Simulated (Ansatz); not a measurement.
**H7InO4Si: one species, many methods**

One table from this session's results is given with a row withheld; the runs are named, their logs left out.

Computed with Ansatz 0.2.0, Gaussian basis. Level: functionals in def2-TZVPP, the program's frozen cores in correlated methods.

The runs, in order: PBE-D4, r2SCAN-D4, PBE0-D4, B3LYP-D4, ωB97X-V, ωB97M-V, B2PLYP; CCSD(T)/def2-TZVPP; MP2/def2-QZVPP; extrapolation to the limit.

## The geometry

All runs share one geometry, relaxed beforehand with PBE0-D4 in a triple-zeta def2 set. In takes the def2 core potential; no spin-orbit term is included.

SMILES `[OH][In-]([OH])([OH])[OH+][SiH3]`, 13 atoms, charge 0, spin multiplicity 1.

Atoms are counted from 1 here; the program's logs count them from 0.

Bond lengths: O1–In2 2.022 Å, O1–H7 0.959 Å, In2–O3 1.985 Å, In2–O4 1.976 Å, In2–O5 2.327 Å, O3–H8 0.960 Å, O4–H9 0.960 Å, O5–Si6 1.673 Å, O5–H10 0.982 Å, Si6–H11 1.483 Å, Si6–H12 1.477 Å, Si6–H13 1.483 Å. Angles: In2–O1–H7 115.3°, O1–In2–O3 118.9°, O1–In2–O4 117.5°, O1–In2–O5 72.6°, O3–In2–O4 121.8°, O3–In2–O5 98.0°, O4–In2–O5 111.4°, In2–O3–H8 111.9°, In2–O4–H9 111.9°, In2–O5–Si6 130.1°, In2–O5–H10 84.1°, Si6–O5–H10 119.9°, O5–Si6–H11 108.9°, O5–Si6–H12 105.5°, O5–Si6–H13 110.5°, H11–Si6–H12 111.1°, H11–Si6–H13 109.6°, H12–Si6–H13 111.2°.

Set-up of the first run:

The input, in.yaml:

```yaml
crystal:
  periodic: [false, false, false]
  atoms:
    - {symbol: O, position_ang: [-0.554004, 1.884916, -1.019377]}
    - {symbol: In, position_ang: [1.068411, 0.812709, -0.464506]}
    - {symbol: O, position_ang: [1.545176, 0.719481, 1.460429]}
    - {symbol: O, position_ang: [2.348756, 0.298540, -1.878975]}
    - {symbol: O, position_ang: [-0.763215, -0.621300, -0.412799]}
    - {symbol: Si, position_ang: [-1.391638, -1.522332, 0.848527]}
    - {symbol: H, position_ang: [-0.469234, 2.355954, -1.850317]}
    - {symbol: H, position_ang: [0.965258, 1.262733, 1.999445]}
    - {symbol: H, position_ang: [3.185957, 0.001791, -1.514340]}
    - {symbol: H, position_ang: [-1.255594, 0.158657, -0.749796]}
    - {symbol: H, position_ang: [-2.645017, -2.172719, 0.395331]}
    - {symbol: H, position_ang: [-0.357328, -2.526055, 1.171621]}
    - {symbol: H, position_ang: [-1.677516, -0.652374, 2.014757]}
basis:
  gaussian: {orbitals: def2-TZVPP}
hamiltonian: {xc: pbe, dispersion: d4}
output: {forces: true, orbitals: {seedname: orbitals}}
```

Run with:

```sh
ansatz run in.yaml --threads 2 --pin off --events-out ev --progress --plain --max-ram 32768MiB --backend cuda --devices 0, --max-vram 18GiB
```

Steps of the session up to this table: PBE-D4 (GGA); r2SCAN-D4 (meta-GGA); PBE0-D4 (hybrid); B3LYP-D4 (hybrid); ωB97X-V (range-separated); ωB97M-V (range-separated); B2PLYP (double hybrid); CCSD(T) in def2-TZVPP; MP2 in def2-QZVPP.

One of the session's tables, all rows but one given; the rest of the session is left out.

| method | atomisation energy (kJ/mol) |
| --- | --- |
| PBE-D4 | 4319.4 |
| r2SCAN-D4 | 4285.8 |
| PBE0-D4 | 4197.9 |
| B3LYP-D4 | 4247.6 |
| ωB97X-V | 4304.5 |
| ωB97M-V | 4299.5 |
| B2PLYP | 4227.8 |
| HF/def2-TZVPP | 2890.8 |
| MP2/def2-TZVPP | 4292.6 |
| CCSD/def2-TZVPP | ? |
| CCSD(T)/def2-TZVPP | 4196.4 |
| MP2/CBS | 4449.9 |
| CCSD(T)/CBS | 4353.8 |

Estimate the missing values for CCSD/def2-TZVPP.

**Answer.** atomisation energy (kJ/mol): 4119.4. In the column «atomisation energy (kJ/mol)» it lies between HF/def2-TZVPP (2890.8) and CCSD(T)/def2-TZVPP (4196.4).
